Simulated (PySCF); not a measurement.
# C7H14BClO: the cost of one run

Programs: PySCF 2.14.0, with density-fitted response routines of our own. Each step states its level of theory. These are calculated values for one molecule, in the gas phase or a continuum, unless marked as measured. Atoms count from 0, in the outputs and in this text.

### Step 1. Starting geometry

24 atoms, charge 0, multiplicity 1; geometry from: GFN2-xTB. The atoms were then displaced at random by about 0.01 Å, so the start is not that level's minimum.

Bonds of the start (Å): C0–O1 1.44, O1–B2 1.34, B2–C3 1.56, C3–C4 1.57, C4–C5 1.53, C5–C6 1.52, C5–C7 1.54, C7–Cl8 1.83, C7–C9 1.51, C9–B2 1.61, C0–H10 1.08, C0–H11 1.07, C0–H12 1.07, C3–H13 1.07, C3–H14 1.09, C4–H15 1.07, C4–H16 1.10, C5–H17 1.10, C6–H18 1.09, C6–H19 1.10, C6–H20 1.10, C7–H21 1.11, C9–H22 1.07, C9–H23 1.09.

### Step 2. Geometry optimisation at PBE0-D3(BJ)/def2-SVP

The job: settings as JSON, then the geometry in Å.

```
{"job": {"xc": "PBE0", "basis": "def2-SVP", "d3": "d3bj", "grid": 1, "shake": 0.01, "kind": "geom"}, "charge": 0, "multiplicity": 1}
C      3.675650    -0.439790     0.033100
O      2.628470     0.499910    -0.286100
B      1.316120     0.362720    -0.039830
C      0.408030     1.577390    -0.415710
C     -1.057970     1.113910    -0.726060
C     -1.612460     0.175980     0.352170
C     -3.077040    -0.106470     0.084840
C     -0.766660    -1.107320     0.340000
Cl    -1.485410    -2.309940     1.513970
C      0.673070    -0.891570     0.729640
H      4.564000     0.149530     0.202950
H      3.811090    -1.094670    -0.805390
H      3.394090    -0.984890     0.913660
H      0.741330     2.159440    -1.244180
H      0.340080     2.250050     0.439630
H     -1.076540     0.624590    -1.674010
H     -1.711790     1.999850    -0.790640
H     -1.517000     0.649270     1.343270
H     -3.212860    -0.592890    -0.881630
H     -3.532380    -0.746590     0.852370
H     -3.662410     0.828650     0.071610
H     -0.851470    -1.609090    -0.645770
H      0.729620    -0.670830     1.772640
H      1.218150    -1.817640     0.554850
```

Started as:

```console
OMP_NUM_THREADS=1 python probes_run.py task.json out
```

The driver reads the jobs from task.json and runs them one after another.

**Question.** How long does this first job take on 1 thread of Intel Xeon Platinum 8488C, shared host, and how much memory does it need?

About 5.7 min, with a peak of 0.94 GiB.
